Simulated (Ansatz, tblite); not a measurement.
# Ge(CN)H3 (CH₃GeN): charged states by level of theory

One table from this session's results is given with a row withheld; the runs are named, their logs left out.

Program: Ansatz 0.2.0, Gaussian basis. Level of theory: as each input shows. These are calculated values, not measurements.

Plan: charge +1 doublet, at the geometry of the singlet (PBE0-D4/def2-TZVP, PBE-D4/def2-TZVP, r2SCAN-D4/def2-TZVP, LC-ωPBE(0.10)/def2-TZVP, LC-ωPBE(0.15)/def2-TZVP, LC-ωPBE(0.20)/def2-TZVP, LC-ωPBE(0.30)/def2-TZVP, CCSD(T)/def2-TZVPP); charge +1 doublet, relaxed (PBE0-D4/def2-TZVP, PBE-D4/def2-TZVP); the starting singlet's energies come from earlier runs.

## The structure

The geometry is that of the singlet, from an earlier relaxation (r2SCAN-D4/def2-TZVP).

6 atoms, charge 0, spin multiplicity 1.

Atoms are counted from 1 here; the program's logs count them from 0.

Bond lengths: Ge1–C2 1.920 Å, Ge1–H4 1.525 Å, Ge1–H5 1.525 Å, Ge1–H6 1.525 Å, C2–N3 1.156 Å. Angles: C2–Ge1–H4 107.0°, C2–Ge1–H5 107.0°, C2–Ge1–H6 107.0°, H4–Ge1–H5 111.8°, H4–Ge1–H6 111.8°, H5–Ge1–H6 111.8°, Ge1–C2–N3 179.9°.

Geometry (Å):

```
Ge   -0.0049    0.0042   -0.6099
C     0.0109   -0.0101    1.3101
N     0.0199   -0.0169    2.4659
H     1.4496    0.0170   -1.0675
H    -0.7459    1.2658   -1.0396
H    -0.7296   -1.2600   -1.0591
```

The first run:

in.yaml

```yaml
crystal:
  periodic: [false, false, false]
  atoms:
    - {symbol: Ge, position_ang: [-0.004915, 0.004192, -0.609855]}
    - {symbol: C, position_ang: [0.010918, -0.010079, 1.310128]}
    - {symbol: N, position_ang: [0.019860, -0.016877, 2.465870]}
    - {symbol: H, position_ang: [1.449637, 0.017004, -1.067484]}
    - {symbol: H, position_ang: [-0.745866, 1.265789, -1.039579]}
    - {symbol: H, position_ang: [-0.729635, -1.260038, -1.059079]}
basis:
  gaussian: {orbitals: def2-TZVP}
total_charge: 1
magnetization: {spin_polarized: true, initial_magnetization: 1}
hamiltonian: {xc: pbe0, dispersion: d4}
output: {orbitals: {seedname: orbitals}}
```

The run is started by

```sh
$ ansatz run in.yaml --threads 4 --pin off --events-out ev --progress --plain --max-ram 3916MiB
```

Among the steps run: Charge +1 doublet at the fixed geometry, PBE0-D4/def2-TZVP; Charge +1 doublet at the fixed geometry, PBE-D4/def2-TZVP; Charge +1 doublet at the fixed geometry, r2SCAN-D4/def2-TZVP; Charge +1 doublet at the fixed geometry, LC-ωPBE(0.10)/def2-TZVP; Charge +1 doublet at the fixed geometry, LC-ωPBE(0.15)/def2-TZVP; Charge +1 doublet at the fixed geometry, LC-ωPBE(0.20)/def2-TZVP; Charge +1 doublet at the fixed geometry, LC-ωPBE(0.30)/def2-TZVP; Charge +1 doublet at the fixed geometry, CCSD(T)/def2-TZVPP.

One of the session's tables, all rows but one given; the rest of the session is left out.

| method | vertical ionisation energy (eV) |
| --- | --- |
| HF/def2-TZVPP | 11.00 |
| PBE-D4/def2-TZVP | 11.72 |
| r2SCAN-D4/def2-TZVP | ? |
| PBE0-D4/def2-TZVP | 12.03 |
| MP2/def2-TZVPP | 13.01 |
| CCSD/def2-TZVPP | 12.39 |
| CCSD(T)/def2-TZVPP | 12.49 |

**Question.** Estimate the row for r2SCAN-D4/def2-TZVP.

The run gave: vertical ionisation energy (eV): 11.85. In the column «vertical ionisation energy (eV)» it lies between PBE-D4/def2-TZVP (11.72) and PBE0-D4/def2-TZVP (12.03).
